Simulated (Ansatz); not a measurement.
Cu3O2:

```
Cu O
1.0
    -2.02298    2.02298    3.67362
     2.02298   -2.02298    3.67362
     2.02298    2.02298   -3.67362
Cu O
3 2
Direct
  0.00000 0.00000 0.00000
  0.75000 0.25000 0.50000
  0.25000 0.75000 0.50000
  0.50000 0.00000 0.50000
  0.00000 0.50000 0.50000
```

The cell comes from a database or a generator and needn't be the stable form of this composition.

Base run:

* Program: Ansatz 0.2.0
* Functional: PBE
* Potentials or basis: Ansatz PAW
* Cutoff: 420 eV (not typed: the program's choice for these potentials)
* k mesh: 9 × 9 × 9
* Occupations: fermi-dirac, width 0.05 eV
* Spin: no spin polarisation
* Hubbard terms: Cu d U = 1 eV

Its results: band gap on the k mesh none (metal or under the smearing width); pressure 1.2 GPa.

**Question.** After a change of settings the same cell gave: band gap on the k mesh none (metal or under the smearing width); pressure 2.4 GPa. Which change was it?
A. hubbard terms from Cu d U = 1 eV to Cu d U = 5 eV
B. hubbard terms from Cu d U = 1 eV to none; hubbard projectors from ortho-atomic (the default) to none
C. hubbard terms from Cu d U = 1 eV to Cu d U = 3 eV

**Answer.** C.

Caveats: an odd number of electrons without spin polarisation forces a metal; a magnetic or distorted state may lie lower; the run has no spin polarisation, though such a crystal can be magnetic; U without spin polarisation on a metal has little footing; the density of states is complete only up to the lowest level of the last band computed.
